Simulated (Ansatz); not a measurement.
# Si3Ge: the cost of one run

Computed with Ansatz 0.2.0 (DFT PBE, scalar-relativistic, plane waves, PAW, unless a step's input says otherwise).

1 further run of the same task is left out (set aside as unsound or not needed).

### Step 1. The structure to begin with

It takes space group R-3m (No. 166, trigonal). Conventional cell: a = 2.825 Å, b = 2.825 Å, c = 27.766 Å, α = 90.00°, β = 90.00°, γ = 120.00°. Around Si (site symmetry -3m) lie 12 Si at 2.68 to 2.82 Å. Si (site symmetry 3m) has 9 Si at 2.68 to 2.82 Å and 3 Ge at 2.99 Å as nearest neighbours. Around Ge (site symmetry -3m) lie 6 Ge at 2.82 Å and 6 Si at 2.99 Å.

Structure file:

```xyz
4
Lattice="1.4123 0.8154 9.2554 -1.4123 0.8154 9.2554 0.0000 -1.6308 9.2554" Properties=species:S:1:pos:R:3 pbc="T T T"
Si    0.0000    0.0000    0.0000
Si    0.0000    0.0000    7.1289
Si    0.0000    0.0000   20.6374
Ge    0.0000    0.0000   13.8831
```

It is the end of an earlier relaxation with the same method, from a generated guess; it is a trial structure. At a tolerance of 0.05 Å it has space group R-3m (No. 166); it has 15.99 Å³/atom, an uncorrected energy of +0.53 eV/atom over the elements.

### Step 2. Bands, states and charges

input.yaml

```yaml
crystal:
  lattice:
    - [1.4122772, 0.8153786216, 9.2554267079]
    - [-1.4122772, 0.8153786216, 9.2554267079]
    - [0.0, -1.6307572432, 9.2554267079]
  atoms:
    - { symbol: Si, position: [0.0, 0.0, 0.0] }
    - { symbol: Si, position: [0.2567461587, 0.2567461587, 0.2567461587] }
    - { symbol: Si, position: [0.7432538413, 0.7432538413, 0.7432538413] }
    - { symbol: Ge, position: [0.5, 0.5, 0.5] }
basis:
  ecutwfc: 420
kpoints:
  mp_grid: { grid: [18, 18, 18] }
  band_path:
    path:
      - [[0.0, 0.0, 0.0], [0.5, 0.5, 0.5], [0.82815924, 0.17184076, 0.5]]
      - [[0.5, -0.17184076, 0.17184076], [0.5, 0.0, 0.0], [0.0, 0.0, 0.0], [0.33592038, -0.33592038, 0.0]]
      - [[0.66407962, 0.0, 0.33592038], [0.5, 0.0, 0.5], [0.0, 0.0, 0.0]]
    npoints: 14
hamiltonian:
  xc: pbe
scf:
  occupations: { method: gaussian, width: 0.1 }
  n_extra_bands: 10
output:
  forces: true
  stress: true
  eigenvalues: true
  populations: true
  dos: { projected: true, de: 0.02, nscf_kmesh: { grid: [22, 22, 22] } }
  bader: true
```

Launch:

```sh
$ ansatz run input.yaml --threads 1 --pin off --max-ram 2560MiB --backend cpu --events-out ev --progress --plain --runs-dir out
```

What time and memory should one allow on 1 thread of Intel Xeon Platinum 8259CL at 2.50GHz (Skylake/Cascade Lake), shared host?

About 2 min, with a peak of 1.2 GiB.
